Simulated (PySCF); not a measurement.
# C2H4OSSi: the cost of one run

Computed with PySCF 2.14.0, with density-fitted response routines of our own, on a single molecule in the gas phase. Atoms count from 0, in the outputs and in this text.

## Step 1: Starting geometry

9 atoms, charge 0, multiplicity 1; geometry from: PBE0-D3(BJ)/def2-SVP.

Bonds of the start (Å): C0–C1 1.22, C1–Si2 1.83, Si2–O3 1.66, Si2–S4 2.14, C0–H5 1.08, Si2–H6 1.48, O3–H7 0.96, S4–H8 1.35.

## Step 2: TDDFT and polarisability: PBE0/def2-TZVP

Job settings and geometry (Å):

```
{"job": {"kind": "uv", "xc": "PBE0", "basis": "def2-TZVP"}, "charge": 0, "multiplicity": 1}
C      2.210823    -0.215766    -0.405175
C      1.059653    -0.278600    -0.014428
Si    -0.681337    -0.356063     0.555990
O     -1.637930    -1.026299    -0.618132
S     -1.226616     1.634330     1.134904
H      3.229521    -0.161799    -0.747799
H     -0.850881    -1.223133     1.741575
H     -1.639341    -0.607356    -1.483944
H     -0.408472     2.223520     0.235656
```

With the program's defaults for keys left out, this is: TDDFT PBE0/def2-TZVP, vertical, gas phase, core orbitals frozen in the response.

On the command line:

```console
OMP_NUM_THREADS=1 python probes_run.py task.json out
```

The driver reads the jobs from task.json and runs them one after another.

**Question.** How long does this first job take on 1 thread of Arm Neoverse V1, shared host, and how much memory does it need?

About 20 s, with a peak of 0.77 GiB.
